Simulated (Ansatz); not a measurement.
**C2H3BOS (SMILES BOC#CS): a chain of runs**

We compute the energy (singlet C2H3BOS, SPW92/6-311G**), then the energy (doublet HS, USPW92/6-311G**), then the energy (doublet HS, USPW92/6-311G**) of C2H3BOS and its partners. 

The calculation is run with Ansatz 0.2.0.

**1. The structure to begin with**

The species is C2H3BOS (8 atoms), meant as a singlet with charge 0. As SMILES, `BOC#CS`. The coordinates come from a PBE0-D4/def2-TZVP relaxation.

Bond lengths: B1–O2 1.367 Å, O2–C3 1.297 Å, C3–C4 1.202 Å, C4–S5 1.680 Å, B1–H6 1.190 Å, B1–H7 1.193 Å, S5–H8 1.346 Å. Angles: B1–O2–C3 124.8°, O2–C3–C4 177.3°, C3–C4–S5 174.9°, O2–B1–H6 115.0°, O2–B1–H7 119.5°, C4–S5–H8 97.3°, H6–B1–H7 125.5°.

**2. The energy at SPW92/6-311G(d,p) (Cartesian d past Ne) (run 1)**

File in.yaml:

```yaml
crystal:
  periodic: [false, false, false]
  atoms:
    - {symbol: B, position_ang: [0.382200, 1.938700, 0.432500]}
    - {symbol: O, position_ang: [1.034400, 0.847500, -0.071300]}
    - {symbol: C, position_ang: [0.497700, -0.321200, -0.242200]}
    - {symbol: C, position_ang: [0.050900, -1.422500, -0.420400]}
    - {symbol: S, position_ang: [-0.440200, -3.000800, -0.721700]}
    - {symbol: H, position_ang: [1.041900, 2.925700, 0.515200]}
    - {symbol: H, position_ang: [-0.764600, 1.844000, 0.748000]}
    - {symbol: H, position_ang: [-1.710200, -2.868500, -0.295900]}
basis:
  gaussian:
    orbitals: 6-311G_st__st_.json
hamiltonian:
  xc: {name: SPW92}
```

The basis set 6-311G** is read from a file made from the Basis Set Exchange's data (not shown).

Started as:

```
$ ansatz run in.yaml --threads 1 --pin off --max-ram 2610MiB --events-out events.jsonl --progress --plain --runs-dir runs
```

What it wrote:

```text
Warning: RAYON_NUM_THREADS=1 ignored (pool sized by the plan → 1); use --threads N
Functional definition: SPW92
  name "SPW92"
  exchange = slater_x
  correlation = pw_c
1005 factors; their error is unknown
mean field evaluation 1: about -15594.9444 eV, gradient 5.5e1 eV
mean field evaluation 2: about -15578.3361 eV, gradient 9.5e1 eV
mean field evaluation 4: about -15601.7950 eV, gradient 8.0e0 eV
mean field evaluation 8: about -15601.9207 eV, gradient 9.8e-2 eV
mean field evaluation 16: about -15601.8806 eV, gradient 6.5e-5 eV
mean field -15601.88063080 eV, -573.3585378473 hartree, gradient 6.5e-5 eV, S^2 0.000000; 0 other end points of the search recorded, 0 dependent functions left out
reference -15601.88067150 eV, -573.3585393431 hartree; 22, 22 occupied and 95, 95 virtual orbitals, 1005 factors
Total energy: -15601.88067150 eV, -573.3585393431 hartree
```

Wall time 2 s (1 thread of Arm Neoverse N1, shared host); peak memory 0.12 GiB.

**3. HS: a single-point energy at USPW92/6-311G(d,p) (Cartesian d past Ne) (run 2)**

File in.yaml:

```yaml
crystal:
  periodic: [false, false, false]
  atoms:
    - {symbol: S, position_ang: [-0.440200, -3.000800, -0.721700]}
    - {symbol: H, position_ang: [-1.710200, -2.868500, -0.295900]}
basis:
  gaussian: {orbitals: 6-311G_st__st_.json}
magnetization: {spin_polarized: true, initial_magnetization: 1}
hamiltonian: {xc: {name: SPW92}}
```

The basis set 6-311G** is read from a file made from the Basis Set Exchange's data (not shown).

Started as:

```
$ ansatz run in.yaml --threads 1 --pin off --max-ram 2610MiB --events-out events.jsonl --progress --plain --runs-dir runs
```

What it wrote:

```text
Warning: RAYON_NUM_THREADS=1 ignored (pool sized by the plan → 1); use --threads N
Functional definition: SPW92
  name "SPW92"
  exchange = slater_x
  correlation = pw_c
275 factors; their error is unknown
mean field evaluation 1: about -10812.2802 eV, gradient 7.8e0 eV
mean field evaluation 2: about -10812.2444 eV, gradient 9.2e0 eV
mean field evaluation 4: about -10812.5898 eV, gradient 3.3e0 eV
mean field evaluation 8: about -10812.6435 eV, gradient 1.8e0 eV
mean field evaluation 16: about -10812.6580 eV, gradient 7.3e-2 eV
mean field -10812.65806724 eV, -397.3578548881 hartree, gradient 8.6e-5 eV, S^2 0.751318; 1 other end points of the search recorded, 0 dependent functions left out
reference -10812.65809089 eV, -397.3578557574 hartree; 9, 8 occupied and 24, 25 virtual orbitals, 275 factors
Total energy: -10812.65809089 eV, -397.3578557574 hartree
```

It took 0.4 s on 1 thread of Arm Neoverse N1, shared host; peak memory 0.083 GiB.

**4. HS among ghost functions: a single-point energy at USPW92/6-311G(d,p) (Cartesian d past Ne, with ghost functions) (run 3)**

File molecule.yaml:

```yaml
crystal:
  periodic: [false, false, false]
  atoms:
    - {symbol: S, position_ang: [-0.440200, -3.000800, -0.721700]}
    - {symbol: H, position_ang: [-1.710200, -2.868500, -0.295900]}
basis:
  gaussian:
    orbitals: 6-311G_st__st_.json
    ghost_atoms: [{symbol: B, position_ang: [0.382200, 1.938700, 0.432500]}, {symbol: O, position_ang: [1.034400, 0.847500, -0.071300]}, {symbol: C, position_ang: [0.497700, -0.321200, -0.242200]}, {symbol: C, position_ang: [0.050900, -1.422500, -0.420400]}, {symbol: H, position_ang: [1.041900, 2.925700, 0.515200]}, {symbol: H, position_ang: [-0.764600, 1.844000, 0.748000]}]
magnetization: {spin_polarized: true, initial_magnetization: 1}
hamiltonian: {xc: {name: SPW92}}
```

The basis set 6-311G** is read from a file made from the Basis Set Exchange's data (not shown).

Started as:

```
$ ansatz run molecule.yaml --threads 1 --pin off --max-ram 2610MiB --events-out events.jsonl --progress --plain --runs-dir runs
```

What it wrote:

```text
Warning: RAYON_NUM_THREADS=1 ignored (pool sized by the plan → 1); use --threads N
Functional definition: SPW92
  name "SPW92"
  exchange = slater_x
  correlation = pw_c
777 factors; their error is unknown
mean field evaluation 1: about -10812.3208 eV, gradient 7.9e0 eV
mean field evaluation 2: about -10812.2507 eV, gradient 9.3e0 eV
mean field evaluation 4: about -10812.6002 eV, gradient 3.6e0 eV
mean field evaluation 8: about -10812.6823 eV, gradient 2.0e0 eV
mean field evaluation 16: about -10812.7015 eV, gradient 8.5e-6 eV
mean field evaluation 32: about -10812.6809 eV, gradient 8.7e-5 eV
mean field -10812.70150594 eV, -397.3594512309 hartree, gradient 8.5e-6 eV, S^2 0.751468; 3 other end points of the search recorded, 0 dependent functions left out
reference -10812.70153723 eV, -397.3594523808 hartree; 9, 8 occupied and 108, 109 virtual orbitals, 777 factors
Total energy: -10812.70153723 eV, -397.3594523808 hartree
```

Wall time 7.2 s (1 thread of Arm Neoverse N1, shared host); peak memory 0.18 GiB.

**5. Results**

```
                              quantity          value
   run 1, SPW92/6-311G**: total energy  -573.35854 Eh
                      HS: total energy  -397.35786 Eh
                              HS: ⟨S²⟩          0.751
HS among ghost functions: total energy  -397.35945 Eh
        HS among ghost functions: ⟨S²⟩          0.751
```
